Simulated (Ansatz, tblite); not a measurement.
# GeHMe2Br (C₂H₇BrGe): one state, many levels

An exercise on one series of results from a longer session: the logs are not shown, and one member is left open.

The runs use Ansatz 0.2.0, Gaussian basis; as each input shows.

Plan: GFN1-xTB, GFN2-xTB, PBE-D4/def2-TZVP, r2SCAN-D4/def2-TZVP, CAM-B3LYP-D4/def2-TZVP, BLYP-D4/def2-TZVP, LC-ωPBE/def2-TZVP, r2SCANh-D4/def2-TZVP, HF/def2-TZVP, B3LYP-D4/def2-TZVP, ωB97X-V/def2-TZVP, PBE-D4/def2-SVP, PBE0-D4/def2-SVP, HF/6-31G, B3LYP-D4/6-31G, CCSD(T)/def2-SVP, MP2/def2-TZVP, RPA/def2-TZVP.

### The relaxed structure

The geometry is that of the singlet, from an earlier relaxation (B3LYP-D4/def2-SVP).

11 atoms, charge 0, spin multiplicity 1.

Bond lengths: Ge1–H2 1.544 Å, Ge1–C3 1.958 Å, Ge1–C7 1.958 Å, Ge1–Br11 2.352 Å, C3–H4 1.099 Å, C3–H5 1.102 Å, C3–H6 1.100 Å, C7–H8 1.099 Å, C7–H9 1.100 Å, C7–H10 1.102 Å. Angles: H2–Ge1–C3 111.8°, H2–Ge1–C7 111.9°, H2–Ge1–Br11 105.9°, C3–Ge1–C7 112.6°, C3–Ge1–Br11 107.1°, C7–Ge1–Br11 107.1°, Ge1–C3–H4 110.3°, Ge1–C3–H5 109.8°, Ge1–C3–H6 109.8°, H4–C3–H5 109.0°, H4–C3–H6 108.9°, H5–C3–H6 109.0°, Ge1–C7–H8 110.3°, Ge1–C7–H9 109.8°, Ge1–C7–H10 109.8°, H8–C7–H9 108.9°, H8–C7–H10 109.0°, H9–C7–H10 109.0°.

PBE0-D4/def2-TZVP was run before; its log isn't repeated, and its numbers join the tables.

Set-up of the first run:

Tight binding, by tblite at 300 K electronic temperature and without a spin-polarisation term:

```python
tblite.interface.Calculator('GFN1-xTB', numbers, positions, charge=0, uhf=0).singlepoint()
```

Tight binding, by tblite at 300 K electronic temperature and without a spin-polarisation term:

```python
tblite.interface.Calculator('GFN2-xTB', numbers, positions, charge=0, uhf=0).singlepoint()
```

start.molden holds the orbitals of an earlier run on this state, given as this run's starting guess.

File in.yaml:

```yaml
crystal:
  periodic: [false, false, false]
  atoms:
    - {symbol: Ge, position_ang: [-0.253830, -0.432171, 0.490688]}
    - {symbol: H, position_ang: [-0.307492, -0.528832, 2.030659]}
    - {symbol: C, position_ang: [1.582606, -0.521968, -0.181242]}
    - {symbol: H, position_ang: [2.067026, -1.450037, 0.154264]}
    - {symbol: H, position_ang: [2.159673, 0.338502, 0.193272]}
    - {symbol: H, position_ang: [1.579345, -0.499856, -1.280820]}
    - {symbol: C, position_ang: [-1.224265, 1.131512, -0.176395]}
    - {symbol: H, position_ang: [-2.265263, 1.114597, 0.176583]}
    - {symbol: H, position_ang: [-1.221629, 1.130930, -1.276194]}
    - {symbol: H, position_ang: [-0.739458, 2.053169, 0.183074]}
    - {symbol: Br, position_ang: [-1.376723, -2.335854, -0.313888]}
basis:
  gaussian: {orbitals: def2-TZVP, initial_orbitals: start.molden}
hamiltonian: {xc: pbe, dispersion: d4}
scf: {omitted_lower_state_checks: [starts]}
output: {orbitals: {seedname: orbitals}}
```

The run is started by

```console
ansatz run in.yaml --threads 4 --pin off --events-out ev --progress --plain --max-ram 3916MiB
```

Steps of the session up to this table: PBE-D4/def2-TZVP; r2SCAN-D4/def2-TZVP; CAM-B3LYP-D4/def2-TZVP; BLYP-D4/def2-TZVP; LC-ωPBE/def2-TZVP; r2SCANh-D4/def2-TZVP; HF/def2-TZVP; B3LYP-D4/def2-TZVP; ωB97X-V/def2-TZVP; PBE-D4/def2-SVP; PBE0-D4/def2-SVP; HF/6-31G; B3LYP-D4/6-31G; CCSD(T)/def2-SVP; MP2/def2-TZVP; RPA/def2-TZVP.

One table of the session follows, with a row left open; its other results are not shown here.

| level | HOMO (eV) | LUMO (eV) | gap (eV) |
| --- | --- | --- | --- |
| HF/6-31G | ? | ? | ? |
| HF/def2-TZVP | -10.76 | 3.39 | 14.14 |
| PBE-D4/def2-SVP | -6.40 | -0.68 | 5.73 |
| PBE-D4/def2-TZVP | -6.61 | -0.95 | 5.66 |
| BLYP-D4/def2-TZVP | -6.44 | -0.87 | 5.57 |
| r2SCAN-D4/def2-TZVP | -6.93 | -0.66 | 6.26 |
| r2SCANh-D4/def2-TZVP | -7.39 | -0.34 | 7.04 |
| B3LYP-D4/6-31G | -7.47 | -0.27 | 7.20 |
| B3LYP-D4/def2-TZVP | -7.61 | -0.30 | 7.31 |
| PBE0-D4/def2-SVP | -7.72 | 0.23 | 7.95 |
| PBE0-D4/def2-TZVP | -7.87 | -0.02 | 7.84 |
| CAM-B3LYP-D4/def2-TZVP | -9.18 | 0.99 | 10.17 |
| LC-ωPBE/def2-TZVP | -10.57 | 2.19 | 12.76 |
| ωB97X-V/def2-TZVP | -10.22 | 2.08 | 12.29 |

Estimate the missing values for HF/6-31G.

**Answer.** HOMO (eV): -10.70; LUMO (eV): 3.15; gap (eV): 13.85. In the column «HOMO (eV)» it lies between HF/def2-TZVP (-10.76) and LC-ωPBE/def2-TZVP (-10.57).
